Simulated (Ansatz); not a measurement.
**CHF3O3S (triflic acid) at CCSD(T)/6-31G(d) (spherical functions)**

Aim: the energy change on altering one bond length of CHF3O3S (triflic acid) at CCSD(T)/6-31G* (spherical functions), from 2 runs. 

The results are computed with Ansatz 0.2.0.

115 further runs of the same task are left out: 1 that didn't finish, 114 set aside as unsound or not needed.

## Step 1: The molecule

CHF3O3S: 9 atoms, total charge 0, spin state singlet. SMILES: `O=S(=O)(O)C(F)(F)F`. The shape is that of a PBE0-D4/def2-TZVP optimisation. This is one conformer, not always the lowest.

Bond lengths: O1–S2 1.422 Å, S2–O3 1.414 Å, S2–O4 1.577 Å, S2–C5 1.848 Å, C5–F6 1.327 Å, C5–F7 1.320 Å, C5–F8 1.319 Å, O4–H9 0.968 Å. Some angles: O1–S2–O3 123.8°, O1–S2–O4 109.3°, O1–S2–C5 106.8°, O3–S2–O4 107.4°, O3–S2–C5 107.2°, O4–S2–C5 99.5°, S2–C5–F6 109.4°, S2–C5–F7 108.8°, S2–C5–F8 110.4°, F6–C5–F7 109.4°.

## Step 2: A single-point energy at CCSD(T)/6-31G(d) (spherical functions)

File job.yaml:

```yaml
basis:
  gaussian: {orbitals: 6-31G_st_-spherical.json}
crystal:
  periodic: [false, false, false]
  atoms:
    - {symbol: O, position_ang: [1.462890, -0.581870, 0.985740]}
    - {symbol: S, position_ang: [0.298500, -0.778940, 0.194370]}
    - {symbol: O, position_ang: [0.144480, -1.837650, -0.729970]}
    - {symbol: O, position_ang: [-0.972740, -0.777950, 1.128120]}
    - {symbol: C, position_ang: [0.003130, 0.796730, -0.725230]}
    - {symbol: F, position_ang: [-0.076560, 1.801740, 0.138180]}
    - {symbol: F, position_ang: [1.014380, 1.004120, -1.547510]}
    - {symbol: F, position_ang: [-1.120920, 0.723830, -1.412290]}
    - {symbol: H, position_ang: [-0.753170, -0.350000, 1.968590]}
correlation: {method: ccsd_t, frozen_orbitals: {C: 1, F: 1, H: 0, O: 1, S: 5}}
accuracy: high
scf: {omitted_lower_state_checks: [cluster_reference, increment]}
```

The basis set 6-31G* is read from a file made from the Basis Set Exchange's data (not shown).

Started as:

```bash
ansatz run job.yaml --threads 1 --pin off --max-ram 3480MiB --events-out events.jsonl --progress --plain --runs-dir runs
```

What it wrote, cut to the lines that bear on the results:

```text
Warning: RAYON_NUM_THREADS=1 ignored (pool sized by the plan → 1); use --threads N
Functional definition: HF
  name "HF"
[...]
2686 factors; integrals over basis functions are off by at most 6.4e-9 eV
[...]
mean field -26089.20155812 eV, -958.7604733650 hartree, gradient 2.8e-8 eV, S^2 0.000000; 0 other end points of the search recorded, 0 dependent functions left out
12 core orbitals not correlated: weight in the atoms' cores, before any rotation towards them, 1.000 or more for the frozen orbitals, at most 0.000 for the correlated occupied ones
reference -26089.20155812 eV, -958.7604733650 hartree; 25, 25 occupied and 81, 81 virtual orbitals, 2686 factors
second order -35.43557423 eV of doubles, -0.00000000 eV of singles
cycle   1  -34.59889806 eV  change    8.4e-1 eV  update   1.5e-1
[...]
cycle  20  -35.67423193 eV  change    1.4e-9 eV  update   4.9e-9
perturbative correction -0.95972515 eV, -0.0352692488 hartree
Total energy: -26125.83551520 eV, -960.1067464564 hartree
Checks for a lower state left out: cluster_reference, increment
```

Run time: 2.9 min. Hardware: 1 thread of Intel Xeon Platinum 8259CL at 2.50GHz (Skylake/Cascade Lake), shared host; peak memory 1.3 GiB.

## Step 3: The distorted shape at the same level

File run.yaml:

```yaml
basis:
  gaussian: {orbitals: 6-31G_st_-spherical.json}
crystal:
  periodic: [false, false, false]
  atoms:
    - symbol: O
      position_ang: [1.551503, -1.054580, 1.261625]
    - symbol: S
      position_ang: [0.387113, -1.251650, 0.470255]
    - symbol: O
      position_ang: [0.233093, -2.310360, -0.454085]
    - symbol: O
      position_ang: [-0.884127, -1.250660, 1.404005]
    - symbol: C
      position_ang: [0.003130, 0.796730, -0.725230]
    - symbol: F
      position_ang: [-0.076560, 1.801740, 0.138180]
    - symbol: F
      position_ang: [1.014380, 1.004120, -1.547510]
    - symbol: F
      position_ang: [-1.120920, 0.723830, -1.412290]
    - symbol: H
      position_ang: [-0.664557, -0.822710, 2.244475]
scf: {omitted_lower_state_checks: [cluster_reference, increment]}
correlation: {method: ccsd_t, frozen_orbitals: {C: 1, F: 1, H: 0, O: 1, S: 5}}
accuracy: high
```

The basis set 6-31G* is read from a file made from the Basis Set Exchange's data (not shown).

Started as:

```bash
ansatz run run.yaml --threads 1 --pin off --max-ram 3480MiB --events-out events.jsonl --progress --plain --runs-dir runs
```

What it wrote, cut to the lines that bear on the results:

```text
Warning: RAYON_NUM_THREADS=1 ignored (pool sized by the plan → 1); use --threads N
[... 2 set-up lines as earlier in the session ...]
[...]
2633 factors; integrals over basis functions are off by at most 4.4e-9 eV
[...]
mean field -26087.17763421 eV, -958.6860955333 hartree, gradient 2.5e-8 eV, S^2 0.000000; 0 other end points of the search recorded, 0 dependent functions left out; unrestricted orbitals would lower it
12 core orbitals not correlated: weight in the atoms' cores, before any rotation towards them, 1.000 or more for the frozen orbitals, at most 0.000 for the correlated occupied ones
reference -26087.17763421 eV, -958.6860955333 hartree; 25, 25 occupied and 81, 81 virtual orbitals, 2633 factors
second order -36.04411411 eV of doubles, -0.00000000 eV of singles
cycle   1  -34.99341556 eV  change     1.1e0 eV  update   1.7e-1
[...]
cycle  24  -36.19505580 eV  change    1.2e-9 eV  update   2.0e-9
perturbative correction -1.12016195 eV, -0.0411651925 hartree
Total energy: -26124.49285196 eV, -960.0574044925 hartree
Checks for a lower state left out: cluster_reference, increment
```

Run time: 2.8 min. Hardware: 1 thread of Intel Xeon Platinum 8259CL at 2.50GHz (Skylake/Cascade Lake), shared host; peak memory 1.3 GiB.

## Step 4: Summary of results

Level: CCSD(T)/6-31G* (spherical functions), 12 core orbitals frozen.

| quantity | value |
| --- | --- |
| first shape: total energy | -960.10675 Eh |
| first shape: correlation energy (12 core orbitals frozen) | -1346.3 mEh |
| first shape: (T) correction | -35.27 mEh |
| first shape: T1 diagnostic | 0.015 |
| distorted shape: total energy | -960.05740 Eh |
| distorted shape: correlation energy (12 core orbitals frozen) | -1371.3 mEh |
| distorted shape: (T) correction | -41.17 mEh |
| distorted shape: T1 diagnostic | 0.016 |
| energy change with the S2–C5 bond stretched from 1.848 to 2.403 Å | 1.343 eV |

In words: With the S2–C5 bond stretched from 1.848 to 2.403 Å the energy rises by 1.34 eV (31 kcal/mol). The first shape isn't relaxed at this level, so the change isn't measured from a minimum. The triples (first shape) make up 2.6 % of the correlation energy. The restricted solution (distorted shape) is unstable to spin breaking: an unrestricted one lies lower. The triples (distorted shape) make up 3.0 % of the correlation energy.
